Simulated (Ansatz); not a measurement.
The system is WAu.

```
W Au
1.0
     0.00000    2.74798    2.74798
     2.74798    0.00000    2.74798
     2.74798    2.74798    0.00000
W Au
1 1
Direct
  0.00000 0.00000 0.00000
  0.75000 0.75000 0.75000
```

The cell was built by a generator and needn't be a form met in nature.

```yaml
Program: Ansatz 0.2.0
Task: relaxation of cell and atoms
Functional: revPBE
Dispersion: D4
Potentials_or_basis: Ansatz PAW
Cutoff: "420 eV (not typed: the program's choice for these potentials)"
k_mesh: 8 × 8 × 8
Occupations: fermi-dirac, width 0.05 eV
Spin: no spin polarisation
```

At the start: volume 20.75 Å³/atom.

Q: Where does the relaxation end?

A: It ends after 5 steps and the volume is 23.89 Å³/atom (+15.1 %); space group F-43m (No. 216, to 0.05 Å).

Step by step:
```
step  energy change (eV)  largest force (eV/Å)  volume (Å³)
   1              0.0000                0.0000        41.50
   2             -0.4660                0.0000        47.87
   3             -0.4661                0.0000        47.80
   4             -0.4661                0.0000        47.78
   5             -0.4684                0.0000        47.78
```

Final structure:
```yaml
crystal:
  lattice:
    - [0.00000, 2.88004, 2.88004]
    - [2.88004, 0.00000, 2.88004]
    - [2.88004, 2.88004, 0.00000]
  atoms:
    - { symbol: W, position: [0.00000, 0.00000, 0.00000] }
    - { symbol: Au, position: [0.75000, 0.75000, 0.75000] }
```

Caveat: the volume moved by over 15 % at a fixed basis, so the end points are rough; the plane-wave basis is chosen anew once the cell has moved, so the energies of steps on either side of that aren't comparable; pairwise dispersion overbinds metals, which lowers pressure and volume; the PAW data sets come from PBE, with cores solved anew for the run's functional, which leaves a small shift of forces and pressure.
